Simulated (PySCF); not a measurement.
# C7H8O2: the cost of one run

Programs: PySCF 2.14.0, with routines of our own; each step states its level. All values are computed. Atoms count from 0.

## (1) The system as given

17 atoms, charge 0, multiplicity 1; geometry from: GFN2-xTB.

## (2) Magnetic properties: GIAO B3LYP/pcSseg-1

The job: settings as JSON, then the geometry in Å.

```
{"job": {"kind": "mag", "xc": "B3LYP", "basis": "pcSseg-1", "isotopologues": 0}, "charge": 0, "multiplicity": 1}
C     -1.677182     2.357129    -0.607208
C     -1.553561     1.208458    -0.279899
C     -1.445528    -0.147606     0.108127
C     -2.717086    -0.940747     0.139417
C     -0.268238    -0.688757     0.432427
O      0.897166     0.041475     0.400105
C      2.046116    -0.567272     0.747883
C      3.202078     0.385217     0.616038
O      2.118852    -1.714497     1.098353
H     -1.772848     3.362236    -0.891892
H     -3.427080    -0.479414     0.824719
H     -2.525499    -1.961616     0.458383
H     -3.172808    -0.955444    -0.850006
H     -0.156796    -1.721466     0.736450
H      2.891059     1.389493     0.887688
H      4.024322     0.050590     1.241062
H      3.530036     0.394250    -0.422098
```

With the program's defaults for keys left out, this is: GIAO B3LYP/pcSseg-1 magnetisability, rotational g tensor and spin-rotation constants, non-relativistic, gas phase.

The run is started by

```sh
> OMP_NUM_THREADS=1 python excited_run.py task.json out
```

This one command runs all jobs of the session in turn.

**Question.** How long does this first job take on 1 thread of Intel Xeon Platinum 8488C, shared host, and how much memory does it need?

About 34 s, with a peak of 0.93 GiB.
